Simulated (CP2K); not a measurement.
Crystal: MoSe.

```xyz
2
Lattice="3.4707 0.0000 0.0000 -1.7353 3.0057 0.0000 0.0000 0.0000 4.3728" Properties=species:S:1:pos:R:3 pbc="T T T"
Mo    1.7353    1.0019    0.1113
Se    0.0000    2.0038    0.5179
```

The cell was built by a generator and needn't be a form met in nature.

Base run:

| Property | Result |
| --- | --- |
| Program | CP2K 2026.2 |
| Functional | PBE |
| Potentials or basis | POTENTIAL_UZH Mo GTH-PBE-q14, Se GTH-PBE-q6; TZV2P-MOLOPT-PBE-GTH basis |
| Density cutoff | 6123 eV |
| k mesh | 9 × 9 × 6 |
| Occupations | fermi-dirac, width 0.05 eV |
| Spin | no spin polarisation |

Its results: band gap on the k mesh none (metal or under the smearing width); pressure 71.7 GPa; largest force 6.309 eV/Å.

Question: The run is repeated on the same cell with these changes: potentials or basis from POTENTIAL_UZH Mo GTH-PBE-q14, Se GTH-PBE-q6; TZV2P-MOLOPT-PBE-GTH basis to POTENTIAL_UZH Mo GTH-PBE-q14, Se GTH-PBE-q6; ccGRB-D basis; basis sets from Mo TZV2P-MOLOPT-PBE-GTH-q14, Se TZV2P-MOLOPT-PBE-GTH-q6 to Mo ccGRB-D-q14, Se ccGRB-D-q6. What comes out?

Answer: Band gap on the k mesh none (metal or under the smearing width); pressure 78.8 GPa; largest force 6.832 eV/Å.

Caveats: a pressure of tens of GPa on the cell as given is suspect, and the run, the potentials or the cell itself is likely at fault; this functional lacks dispersion, which binds the layers, so the pressure and a relaxed spacing across them are unreliable; the basis of atomic orbitals isn't converged, which shifts pressures, moduli and gaps; forces of over 1 eV/Å show positions far from the minimum, so gaps and moduli don't describe the material at rest.
